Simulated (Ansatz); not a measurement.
# BFHN: the cost of one run

Computed with Ansatz 0.2.0, Gaussian basis. Level: PBE0-D4/def2-TZVP structures, single points in def2-TZVPP, no counterpoise correction.

Levels: SPW92, PBE-D4, BLYP-D4, r2SCAN-D4, B97M-V, PBE0-D4, B3LYP-D4, r2SCAN0-D4, BHLYP-D4, CAM-B3LYP-D4, wB97X-V, wB97M-V, B2PLYP, PBE-QIDH, RPA on PBE, Hartree-Fock, MP2, CCSD, CCSD(T).

Correlated methods freeze the cores. B3LYP uses VWN-RPA correlation. B2PLYP carries no dispersion term here.

56 further runs of the same task are left out: 56 set aside as unsound or not needed.

## (1) Starting geometry

The complex: 12 atoms, charge 0, spin multiplicity 1.

Atoms are counted from 1 here; the program's logs count them from 0.

Bond lengths: B1–N4 1.234 Å, B1–F6 1.293 Å, C2–C3 1.519 Å, C2–H5 1.093 Å, C2–H7 1.093 Å, C2–H8 1.093 Å, C3–H9 1.093 Å, C3–H10 1.093 Å, C3–H11 1.092 Å, N4–H12 0.989 Å. Angles: N4–B1–F6 179.5°, C3–C2–H5 111.2°, C3–C2–H7 111.5°, C3–C2–H8 111.5°, H5–C2–H7 107.5°, H5–C2–H8 107.7°, H7–C2–H8 107.2°, C2–C3–H9 111.3°, C2–C3–H10 111.4°, C2–C3–H11 111.2°, H9–C3–H10 107.5°, H9–C3–H11 107.5°, H10–C3–H11 107.8°, B1–N4–H12 179.3°.

Geometry (Å):

| atom | x (Å) | y (Å) | z (Å) |
| --- | --- | --- | --- |
| B1 | -0.9189 | 2.2311 | 0.2609 |
| C2 | 0.7652 | -0.8297 | 0.7254 |
| C3 | 0.0458 | -1.4515 | -0.4586 |
| N4 | -0.6775 | 2.3444 | -0.9437 |
| H5 | 1.3427 | 0.0469 | 0.4216 |
| F6 | -1.1803 | 2.1200 | 1.5225 |
| H7 | 1.4586 | -1.5356 | 1.1891 |
| H8 | 0.0616 | -0.5116 | 1.4993 |
| H9 | 0.7531 | -1.7842 | -1.2223 |
| H10 | -0.5435 | -2.3206 | -0.1563 |
| H11 | -0.6322 | -0.7359 | -0.9294 |
| H12 | -0.4746 | 2.4266 | -1.9086 |

Its parts: BFHN holds atoms 1, 4, 6, 12; C2H6 holds atoms 2, 3, 5, 7, 8, 9, 10, 11. Each part counts its atoms afresh in its own runs.

## (2) Relaxing BFHN alone

Contents of relax-a/in.yaml:

```yaml
crystal:
  periodic: [false, false, false]
  atoms:
    - {symbol: B, position_ang: [-0.918877, 2.231132, 0.260859]}
    - {symbol: N, position_ang: [-0.677484, 2.344394, -0.943662]}
    - {symbol: F, position_ang: [-1.180294, 2.120036, 1.522474]}
    - {symbol: H, position_ang: [-0.474592, 2.426552, -1.908605]}
basis:
  gaussian: {orbitals: def2-TZVP}
hamiltonian: {xc: pbe0, dispersion: d4}
relax: {f_tol: 0.005, max_steps: 200}
```

Started as:

```bash
ansatz run in.yaml --threads 4 --pin off --events-out ev --progress --plain --max-ram 9574MiB
```

**Question.** How long does this run take on 4 threads of Arm Neoverse V2, shared host?

About 2.2 s.
